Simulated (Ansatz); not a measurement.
**TaBi (rocksalt type): a single-point run**

Wanted: a converged single-point run for TaBi (rocksalt type), and a check of what comes out. The structure is shown as the input types it.

Program: Ansatz 0.2.0. Level of theory: DFT, LDA, PAW with Ansatz's default frozen-core files, scalar-relativistic. These are calculated values, not measurements.

1 further run of the same task is left out (it didn't finish). Runs told in other sessions of the task aren't counted.

### Step 1. Starting point

The structure is cubic, space group Fm-3m (No. 225). The conventional cell has a = 5.605 Å, b = 5.605 Å, c = 5.605 Å, α = 90.00°, β = 90.00°, γ = 90.00°. Ta (site symmetry m-3m) is surrounded by 6 Bi at 2.80 Å. Bi (site symmetry m-3m) has 6 Ta at 2.80 Å in its first shell of neighbours.

Structure file:

```xyz
2
Lattice="0.0000 2.8024 2.8024 2.8024 0.0000 2.8024 2.8024 2.8024 0.0000" Properties=species:S:1:pos:R:3 pbc="T T T"
Ta    0.0000    0.0000    0.0000
Bi    2.8024    2.8024    2.8024
```

### Step 2. Running it

The input, input.yaml:

```yaml
crystal:
  lattice:
    - [0.0, 2.8023731453, 2.8023731453]
    - [2.8023731453, 0.0, 2.8023731453]
    - [2.8023731453, 2.8023731453, 0.0]
  atoms:
    - { symbol: Ta, position: [0.0, 0.0, 0.0] }
    - { symbol: Bi, position: [0.5, 0.5, 0.5] }
kpoints:
  mp_grid: { grid: [11, 11, 11] }
scf:
  occupations: { method: gaussian, width: 5.0 }
  max_iter: 100
hamiltonian:
  xc: lda
  pseudopotentials: { kind: paw }
output:
  forces: true
  stress: true
  eigenvalues: true
  populations: true
```

Launch:

```bash
> ansatz run input.yaml --threads 1 --pin off --max-ram 2048MiB --backend cpu --events-out ev --progress --plain --runs-dir out
```

What happens when this is run?

The run converged and reported no error. It gives a pressure of 37 GPa, which is large; a structure far from rest gives such values too, whatever the setting.

Look at the input: scf.occupations.method is gaussian; scf.occupations.width is 5.0. The width is far wider than usual, so occupations near the Fermi level are blurred and the entropy term grows.

To check: set scf.occupations.method to fermi_dirac and scf.occupations.width to 0.08.
